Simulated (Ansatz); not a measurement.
# C3H11AlO (SMILES C[Al-](C)(C)[OH2+]): PBE0/6-31G(d) (spherical functions)

What is the energy change on altering one bond length of C3H11AlO at PBE0/6-31G* (spherical functions)? 

The calculation is run with Ansatz 0.2.0.

71 further runs of the same task are left out: 2 that didn't finish, 69 set aside as unsound or not needed.

## 1. The system as given

The species is C3H11AlO (16 atoms), meant as a singlet with charge 0. SMILES: `C[Al-](C)(C)[OH2+]`. The shape is that of a PBE0-D4/def2-TZVP optimisation. This is one conformer, not always the lowest.

Bond lengths: C1–Al2 1.979 Å, Al2–C3 1.979 Å, Al2–C4 1.966 Å, Al2–O5 2.056 Å, C1–H6 1.097 Å, C1–H7 1.096 Å, C1–H8 1.097 Å, C3–H9 1.097 Å, C3–H10 1.097 Å, C3–H11 1.096 Å, C4–H12 1.095 Å, C4–H13 1.096 Å, C4–H14 1.095 Å, O5–H15 0.964 Å, O5–H16 0.964 Å. Some angles: C1–Al2–C3 117.8°, C1–Al2–C4 117.9°, C1–Al2–O5 96.3°, C3–Al2–C4 118.0°, C3–Al2–O5 96.3°, C4–Al2–O5 102.6°, Al2–C1–H6 113.5°, Al2–C1–H7 110.5°, Al2–C1–H8 113.0°, Al2–C3–H9 113.0°.

## 2. A single-point energy at PBE0/6-31G(d) (spherical functions)

in.yaml

```yaml
crystal:
  periodic: [false, false, false]
  atoms:
    - {symbol: C, position_ang: [-0.637980, 0.723110, -1.712710]}
    - {symbol: Al, position_ang: [0.085580, -0.140530, -0.085580]}
    - {symbol: C, position_ang: [1.698930, 0.654370, 0.740480]}
    - {symbol: C, position_ang: [-0.210750, -2.071140, 0.142530]}
    - {symbol: O, position_ang: [-1.268240, 0.678630, 1.227590]}
    - {symbol: H, position_ang: [-0.585750, 1.818080, -1.686750]}
    - {symbol: H, position_ang: [-0.069050, 0.414640, -2.597260]}
    - {symbol: H, position_ang: [-1.679210, 0.445600, -1.917720]}
    - {symbol: H, position_ang: [1.843550, 0.343900, 1.782560]}
    - {symbol: H, position_ang: [1.707300, 1.750610, 0.717030]}
    - {symbol: H, position_ang: [2.601530, 0.334090, 0.207600]}
    - {symbol: H, position_ang: [-0.016600, -2.405220, 1.167190]}
    - {symbol: H, position_ang: [0.454110, -2.651670, -0.507280]}
    - {symbol: H, position_ang: [-1.233710, -2.369370, -0.110180]}
    - {symbol: H, position_ang: [-0.808840, 1.221910, 1.877580]}
    - {symbol: H, position_ang: [-1.880870, 1.252980, 0.754900]}
basis:
  gaussian:
    orbitals: 6-31G_st_-spherical.json
hamiltonian:
  xc: {name: PBE0}
accuracy: high
output: {orbitals: {seedname: orbitals}}
```

The basis set 6-31G* is read from a file made from the Basis Set Exchange's data (not shown).

Launch:

```bash
$ ansatz run in.yaml --threads 1 --pin off --max-ram 3480MiB --events-out events.jsonl --progress --plain --runs-dir runs
```

Log:

```text
Warning: RAYON_NUM_THREADS=1 ignored (pool sized by the plan → 1); use --threads N
Functional definition: PBE0
  name "PBE0"
  parameter a = 0.25
  parameter kappa = 0.804
  parameter beta = 0.06672455060314922
  exchange = (1 - a)*pbe_x(kappa = kappa, mu = beta*pi^2/3) + a*exact_x
  correlation = pbe_c(beta = beta)
2389 factors; integrals over basis functions are off by at most 5.8e-9 eV
mean field evaluation 1: about -11911.7108 eV, gradient 7.7e1 eV
mean field evaluation 2: about -11908.7883 eV, gradient 8.2e1 eV
mean field evaluation 4: about -11924.9391 eV, gradient 2.6e0 eV
mean field evaluation 8: about -11925.2630 eV, gradient 1.9e-1 eV
mean field evaluation 16: about -11925.2631 eV, gradient 1.5e-5 eV
mean field -11925.26314095 eV, -438.2453371962 hartree, gradient 5.3e-8 eV, S^2 0.000000; 0 other end points of the search recorded, 0 dependent functions left out
reference -11925.26314424 eV, -438.2453373170 hartree; 25, 25 occupied and 71, 71 virtual orbitals, 2389 factors
Total energy: -11925.26314424 eV, -438.2453373170 hartree
```

It took 15 s on 1 thread of Arm Neoverse V1, shared host; peak memory 0.39 GiB.

## 3. The distorted shape, same level

job.yaml

```yaml
crystal:
  periodic: [false, false, false]
  atoms:
    - {symbol: C, position_ang: [-0.434918, 0.600243, -1.909675]}
    - {symbol: Al, position_ang: [0.288642, -0.263397, -0.282545]}
    - {symbol: C, position_ang: [1.901992, 0.531503, 0.543515]}
    - {symbol: C, position_ang: [-0.007688, -2.194007, -0.054435]}
    - {symbol: O, position_ang: [-1.268240, 0.678630, 1.227590]}
    - {symbol: H, position_ang: [-0.382688, 1.695213, -1.883715]}
    - {symbol: H, position_ang: [0.134012, 0.291773, -2.794225]}
    - {symbol: H, position_ang: [-1.476148, 0.322733, -2.114685]}
    - {symbol: H, position_ang: [2.046612, 0.221033, 1.585595]}
    - {symbol: H, position_ang: [1.910362, 1.627743, 0.520065]}
    - {symbol: H, position_ang: [2.804592, 0.211223, 0.010635]}
    - {symbol: H, position_ang: [0.186462, -2.528087, 0.970225]}
    - {symbol: H, position_ang: [0.657172, -2.774537, -0.704245]}
    - {symbol: H, position_ang: [-1.030648, -2.492237, -0.307145]}
    - {symbol: H, position_ang: [-0.808840, 1.221910, 1.877580]}
    - {symbol: H, position_ang: [-1.880870, 1.252980, 0.754900]}
basis:
  gaussian:
    orbitals: 6-31G_st_-spherical.json
hamiltonian:
  xc: {name: PBE0}
output:
  orbitals: {seedname: orbitals}
accuracy: high
```

The basis set 6-31G* is read from a file made from the Basis Set Exchange's data (not shown).

Launch:

```bash
$ ansatz run job.yaml --threads 1 --pin off --max-ram 3480MiB --events-out events.jsonl --progress --plain --runs-dir runs
```

Log, cut to the lines that bear on the results:

```text
Warning: RAYON_NUM_THREADS=1 ignored (pool sized by the plan → 1); use --threads N
[... 7 set-up lines as earlier in the session ...]
2369 factors; integrals over basis functions are off by at most 7.2e-9 eV
mean field evaluation 1: about -11911.5325 eV, gradient 7.7e1 eV
mean field evaluation 2: about -11908.1910 eV, gradient 8.4e1 eV
mean field evaluation 4: about -11924.8085 eV, gradient 2.5e0 eV
mean field evaluation 8: about -11925.1304 eV, gradient 1.9e-1 eV
mean field evaluation 16: about -11925.1306 eV, gradient 1.5e-5 eV
mean field -11925.13057730 eV, -438.2404655721 hartree, gradient 4.3e-8 eV, S^2 0.000000; 0 other end points of the search recorded, 0 dependent functions left out
reference -11925.13058054 eV, -438.2404656909 hartree; 25, 25 occupied and 71, 71 virtual orbitals, 2369 factors
Total energy: -11925.13058054 eV, -438.2404656909 hartree
```

It took 14 s on 1 thread of Arm Neoverse V1, shared host; peak memory 0.38 GiB.

## 4. Summary of results

At PBE0/6-31G* (spherical functions):

```
                                                          quantity          value
                                         first shape: total energy  -438.24534 Eh
                                          first shape: HOMO energy       -6.60 eV
                                          first shape: LUMO energy        0.45 eV
                                        first shape: HOMO–LUMO gap        7.05 eV
                                     distorted shape: total energy  -438.24047 Eh
                                      distorted shape: HOMO energy       -6.72 eV
                                      distorted shape: LUMO energy        0.47 eV
                                    distorted shape: HOMO–LUMO gap        7.19 eV
energy change with the Al2–O5 bond stretched from 2.056 to 2.365 Å       0.133 eV
```

What this shows: With the Al2–O5 bond stretched from 2.056 to 2.365 Å the energy rises by 0.13 eV (3.1 kcal/mol). The first shape isn't relaxed at this level, so the change isn't measured from a minimum.
